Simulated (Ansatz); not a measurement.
**C2H8AlClSi: up Jacob's ladder to CCSD(T)**

One table from this session's results is given with a row withheld; the runs are named, their logs left out.

The runs use Ansatz 0.2.0, Gaussian basis; functionals in def2-TZVPP, the program's frozen cores in correlated methods.

Levels to be run: PBE-D4, r2SCAN-D4, PBE0-D4, B3LYP-D4, ωB97X-V, ωB97M-V, B2PLYP; CCSD(T)/def2-TZVPP; MP2/def2-QZVPP; extrapolation to the limit.

## The geometry

The geometry comes from an earlier relaxation with PBE0-D4 in a triple-zeta def2 set; it is a stationary point, not always the lowest conformer.

SMILES `C[CH2][Al]([SiH3])[Cl]`, 13 atoms, charge 0, spin multiplicity 1.

Atoms are counted from 1 here; the program's logs count them from 0.

Bond lengths: C1–C2 1.528 Å, C1–H6 1.094 Å, C1–H7 1.093 Å, C1–H8 1.094 Å, C2–Al3 1.952 Å, C2–H9 1.098 Å, C2–H10 1.097 Å, Al3–Si4 2.452 Å, Al3–Cl5 2.112 Å, Si4–H11 1.492 Å, Si4–H12 1.491 Å, Si4–H13 1.489 Å. Angles: C2–C1–H6 111.9°, C2–C1–H7 111.8°, C2–C1–H8 111.8°, H6–C1–H7 107.2°, H6–C1–H8 107.1°, H7–C1–H8 106.7°, C1–C2–Al3 115.4°, C1–C2–H9 110.7°, C1–C2–H10 110.8°, Al3–C2–H9 107.4°, Al3–C2–H10 107.4°, H9–C2–H10 104.6°, C2–Al3–Si4 126.3°, C2–Al3–Cl5 117.5°, Si4–Al3–Cl5 116.2°, Al3–Si4–H11 110.0°, Al3–Si4–H12 112.0°, Al3–Si4–H13 111.7° and more.

Set-up of the first run:

The input, in.yaml:

```yaml
crystal:
  periodic: [false, false, false]
  atoms:
    - {symbol: C, position_ang: [-0.972508, 1.143160, 1.164822]}
    - {symbol: C, position_ang: [0.159967, 1.529837, 0.214711]}
    - {symbol: Al, position_ang: [0.909729, 0.064446, -0.834049]}
    - {symbol: Si, position_ang: [0.244676, -2.292727, -0.717194]}
    - {symbol: Cl, position_ang: [2.422645, 0.537189, -2.229417]}
    - {symbol: H, position_ang: [-1.347991, 2.004246, 1.724957]}
    - {symbol: H, position_ang: [-0.651907, 0.397065, 1.896965]}
    - {symbol: H, position_ang: [-1.823314, 0.712902, 0.629092]}
    - {symbol: H, position_ang: [0.987396, 1.994360, 0.766556]}
    - {symbol: H, position_ang: [-0.170259, 2.303038, -0.490576]}
    - {symbol: H, position_ang: [-0.743570, -2.597121, -1.792564]}
    - {symbol: H, position_ang: [-0.402146, -2.627381, 0.583605]}
    - {symbol: H, position_ang: [1.407682, -3.203913, -0.902307]}
basis:
  gaussian: {orbitals: def2-TZVPP}
hamiltonian: {xc: pbe, dispersion: d4}
output: {forces: true, orbitals: {seedname: orbitals}}
```

Launch:

```bash
> ansatz run in.yaml --threads 4 --pin off --events-out ev --progress --plain --max-ram 10444MiB
```

Steps of the session up to this table: PBE-D4 (GGA); r2SCAN-D4 (meta-GGA); PBE0-D4 (hybrid); B3LYP-D4 (hybrid); ωB97X-V (range-separated); ωB97M-V (range-separated); B2PLYP (double hybrid); CCSD(T) in def2-TZVPP; MP2 in def2-QZVPP.

One of the session's tables, all rows but one given; the rest of the session is left out.

| method | atomisation energy (kJ/mol) |
| --- | --- |
| PBE-D4 | 4441.3 |
| r2SCAN-D4 | 4437.7 |
| PBE0-D4 | 4417.6 |
| B3LYP-D4 | 4409.9 |
| ωB97X-V | 4442.7 |
| ωB97M-V | 4429.3 |
| B2PLYP | 4362.5 |
| HF/def2-TZVPP | 3394.5 |
| MP2/def2-TZVPP | 4343.9 |
| CCSD/def2-TZVPP | ? |
| CCSD(T)/def2-TZVPP | 4323.6 |
| MP2/CBS | 4447.1 |
| CCSD(T)/CBS | 4426.8 |

**Question.** Estimate the row for CCSD/def2-TZVPP.

The run gave: atomisation energy (kJ/mol): 4275.8. In the column «atomisation energy (kJ/mol)» it lies between HF/def2-TZVPP (3394.5) and CCSD(T)/def2-TZVPP (4323.6).
